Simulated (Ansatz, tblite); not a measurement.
# The cluster HfAg12: one state, many levels

The task here is to estimate one member of a computed series from the others.

Method: as each input shows; program: Ansatz 0.2.0, Gaussian basis.

Plan: GFN1-xTB, PBE-D4/def2-TZVP, r2SCAN-D4/def2-TZVP, HSE06-D4/def2-TZVP, PBE-D4/def2-SVP, PBE0-D4/def2-SVP, MP2/def2-TZVP, RPA/def2-TZVP.

4 further runs of the same task are left out: 4 set aside as unsound or not needed.

### The relaxed structure

The geometry is that of the singlet, from an earlier relaxation (r2SCAN-D4/def2-SVP). At that level it is the lowest of the isomers that a small search found.

13 atoms, charge 0, spin multiplicity 1.

Bond lengths: Hf1–Ag2 2.995 Å, Hf1–Ag3 2.984 Å, Hf1–Ag4 2.917 Å, Hf1–Ag5 2.853 Å, Hf1–Ag6 2.894 Å, Hf1–Ag7 2.967 Å, Hf1–Ag8 2.842 Å, Hf1–Ag9 2.873 Å, Hf1–Ag10 2.940 Å, Hf1–Ag11 2.927 Å, Hf1–Ag12 2.869 Å, Hf1–Ag13 2.877 Å, Ag2–Ag3 2.790 Å, Ag2–Ag5 2.848 Å, Ag2–Ag6 2.817 Å, Ag2–Ag7 2.766 Å, Ag2–Ag12 2.773 Å, Ag3–Ag5 2.876 Å and more. Angles: Ag2–Hf1–Ag3 55.6°, Ag2–Hf1–Ag4 99.2°, Ag2–Hf1–Ag5 58.2°, Ag2–Hf1–Ag6 57.1°, Ag2–Hf1–Ag7 55.3°, Ag2–Hf1–Ag8 104.3°, Ag2–Hf1–Ag9 102.4°, Ag2–Hf1–Ag10 149.2°, Ag2–Hf1–Ag11 153.9°, Ag2–Hf1–Ag12 56.4°, Ag2–Hf1–Ag13 102.6°, Ag3–Hf1–Ag4 154.8°, Ag3–Hf1–Ag5 59.0°, Ag3–Hf1–Ag6 102.1°, Ag3–Hf1–Ag7 55.4°, Ag3–Hf1–Ag8 105.0°, Ag3–Hf1–Ag9 57.7°, Ag3–Hf1–Ag10 147.7° and more.

Ag, Hf take a core potential in the def2 sets. No spin-orbit coupling is included.

PBE0-D4/def2-TZVP was run before; its log isn't repeated, and its numbers join the tables.

The first run:

Tight binding, by tblite at 300 K electronic temperature and without a spin-polarisation term:

```python
tblite.interface.Calculator('GFN1-xTB', numbers, positions, charge=0, uhf=0).singlepoint()
```

start.molden holds the orbitals of an earlier run on this state, given as this run's starting guess.

in.yaml reads:

```yaml
crystal:
  periodic: [false, false, false]
  atoms:
    - {symbol: Hf, position_ang: [-0.202292, 0.172874, 0.326870]}
    - {symbol: Ag, position_ang: [2.063710, -1.786157, 0.326195]}
    - {symbol: Ag, position_ang: [-0.392676, -2.622603, -0.698362]}
    - {symbol: Ag, position_ang: [1.180014, 2.486742, 1.443022]}
    - {symbol: Ag, position_ang: [-0.140226, -2.053846, 2.109840]}
    - {symbol: Ag, position_ang: [2.502851, 0.900303, -0.398295]}
    - {symbol: Ag, position_ang: [1.166817, -0.826301, -2.107974]}
    - {symbol: Ag, position_ang: [0.250999, 1.772085, -1.977909]}
    - {symbol: Ag, position_ang: [-1.583280, -0.478144, -2.106426]}
    - {symbol: Ag, position_ang: [-1.135922, 2.955205, 0.149259]}
    - {symbol: Ag, position_ang: [-2.957432, 1.004464, -0.204575]}
    - {symbol: Ag, position_ang: [1.744517, -0.005121, 2.426935]}
    - {symbol: Ag, position_ang: [-2.497099, -1.519501, 0.711410]}
basis:
  gaussian: {orbitals: def2-TZVP, fitting: {mean_field: def2-universal-jkfit}, initial_orbitals: start.molden}
hamiltonian: {xc: pbe, dispersion: d4}
scf: {omitted_lower_state_checks: [starts]}
output: {forces: true, orbitals: {seedname: orbitals}}
```

On the command line:

```sh
ansatz run in.yaml --threads 2 --pin off --events-out ev --progress --plain --max-ram 32768MiB --backend cuda --devices 0, --max-vram 18GiB
```

Steps of the session up to this table: PBE-D4/def2-TZVP; r2SCAN-D4/def2-TZVP; HSE06-D4/def2-TZVP; PBE-D4/def2-SVP; PBE0-D4/def2-SVP; MP2/def2-TZVP; RPA/def2-TZVP.

One of the session's tables, all rows but one given; the rest of the session is left out.

It belongs to the step «Binding energy». 

| level | binding an atom (eV) |
| --- | --- |
| HF/def2-TZVP | 0.529 |
| PBE-D4/def2-SVP | ? |
| PBE-D4/def2-TZVP | 2.216 |
| r2SCAN-D4/def2-TZVP | 2.235 |
| PBE0-D4/def2-SVP | 1.962 |
| PBE0-D4/def2-TZVP | 2.014 |
| HSE06-D4/def2-TZVP | 2.012 |
| RPA/def2-TZVP | 1.984 |
| MP2/def2-TZVP | 2.513 |

**Question.** Estimate the row for PBE-D4/def2-SVP.

The run gave: binding an atom (eV): 2.161. In the column «binding an atom (eV)» it lies between PBE0-D4/def2-TZVP (2.014) and PBE-D4/def2-TZVP (2.216).

To keep in mind: Free atoms were run apart at each level; binding is atoms less cluster, divided by the number of atoms, without zero-point or spin-orbit terms.
